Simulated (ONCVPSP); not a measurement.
# Pseudopotential generation for Br: ONCV, PBE

Task: generate the file, and judge it by its errors in other configurations, its logarithmic derivatives, its ghosts and its cutoff.

The numbers are computed with ONCVPSP 4.0.1 (PBE, scalar-relativistic, spin-unpolarised reference atom).

### Step 1. The design

The settings as typed:

| Item | Value |
| --- | --- |
| element | bromine (Br, Z = 35) |
| type | optimised norm-conserving Vanderbilt (ONCV) |
| frozen core | [Ar] |
| valence charge | 17 |
| reference configuration | 3d10 4s2 4p5 |
| partial waves | 4s: rc 1.20 bohr, ncon 4, nbas 8, qcut 6.3 1/bohr, 2 projectors, debl 1.3 Ha; 4p: rc 1.50 bohr, ncon 3, nbas 6, qcut 5.6 1/bohr, 2 projectors, debl 1.9 Ha; 3d: rc 1.00 bohr, ncon 4, nbas 8, qcut 15.6 1/bohr, 1 projector |
| local potential | polynomial inside 0.65 bohr (lpopt 5, dvloc0 3 Ha) |
| core correction | not asked for |

The outer shells as boxes (Hund's rule for the drawing; the calculation is spin-unpolarised):

```
[Ar] core
3d [↑↓][↑↓][↑↓][↑↓][↑↓]
4s [↑↓]
4p [↑↓][↑↓][↑ ]
```

An earlier all-electron run gives the scale for the radii.

All-electron outer shells of the reference configuration (PBE, scalar-relativistic, ld1.x):

| shell | level (eV) | outermost node (bohr) | outermost maximum (bohr) |
| --- | --- | --- | --- |
| 3s | -238.08 | 0.23 | 0.48 |
| 3p | -173.49 | 0.21 | 0.48 |
| 3d | -66.72 | – | 0.43 |
| 4s | -20.13 | 0.67 | 1.41 |
| 4p | -7.86 | 0.70 | 1.66 |

### Step 2. Generation

File Br.dat:

```
# ATOM AND REFERENCE CONFIGURATION
# atsym  z   nc   nv     iexc    psfile
  Br 35.00    5    3        4      upf
#
#   n    l    f
    1    0    2.00
    2    0    2.00
    2    1    6.00
    3    0    2.00
    3    1    6.00
    3    2   10.00
    4    0    2.00
    4    1    5.00
#
# PSEUDOPOTENTIAL AND OPTIMIZATION
# lmax
    2
#
#   l,   rc,      ep,       ncon, nbas, qcut
    0    1.20    0.00    4    8    6.30
    1    1.50    0.00    3    6    5.60
    2    1.00    0.00    4    8   15.60
#
# LOCAL POTENTIAL
# lloc, lpopt,  rc(5),   dvloc0
    4    5    0.65    3.00
#
# VANDERBILT-KLEINMAN-BYLANDER PROJECTORs
# l, nproj, debl
    0    2    1.30
    1    2    1.90
    2    1    3.10
#
# MODEL CORE CHARGE
# icmod, fcfact, rcfact
    0    0.00    0.00
#
# LOG DERIVATIVE ANALYSIS
# epsh1, epsh2, depsh
   -4.00    5.00    0.02
#
# OUTPUT GRID
# rlmax, drl
    6.00    0.01
#
# TEST CONFIGURATIONS
# ncnf
    4
# nvcnf
#   n    l    f
    3
    3    2   10.00
    4    0    2.00
    4    1    4.00
#
    3
    3    2   10.00
    4    0    2.00
    4    1    3.00
#
    3
    3    2   10.00
    4    0    2.00
    4    1    2.00
#
    3
    3    2   10.00
    4    0    2.00
    4    1    1.00
#
```

Command:

```sh
$ oncvpsp.x < Br.dat > Br.out
```

What does the calculation give? Wanted: cutoffs for 1 and 0.1 mHa per electron, occupied waves; bound ghosts; GHOST(+) flags; largest test error; largest phase difference near zero energy, channels read.

The runs gave:

```
                                                quantity                      value
  cutoffs for 1 and 0.1 mHa per electron, occupied waves          104 Ha and 118 Ha
                                            bound ghosts            s at -194.58 eV
                                          GHOST(+) flags    s at 765 eV, p at 72 eV
                            largest test error (AE − PS)  +11 meV, for 3d10 4s2 4p1
largest phase difference near zero energy, channels read                  0.027 rad
```

In words: A bound ghost (s) makes it unfit for use: electrons can fall into a state that the atom doesn't have. The worst unpolarised test, 3d10 4s2 4p1, is off by 11 meV on 115.3 eV; by total energies transferability rates as good. Atomic tests can pass in spite of a ghost, since they solve only for the levels asked. The potential is very hard: the looser tolerance needs 104 Ha. At the looser tolerance the 3d wave is the slowest; 4s needs 39 Ha. Near zero energy the phases of the channels with partial waves agree within 0.027 rad. The program also flags highly localised states, GHOST(+) (s, p).
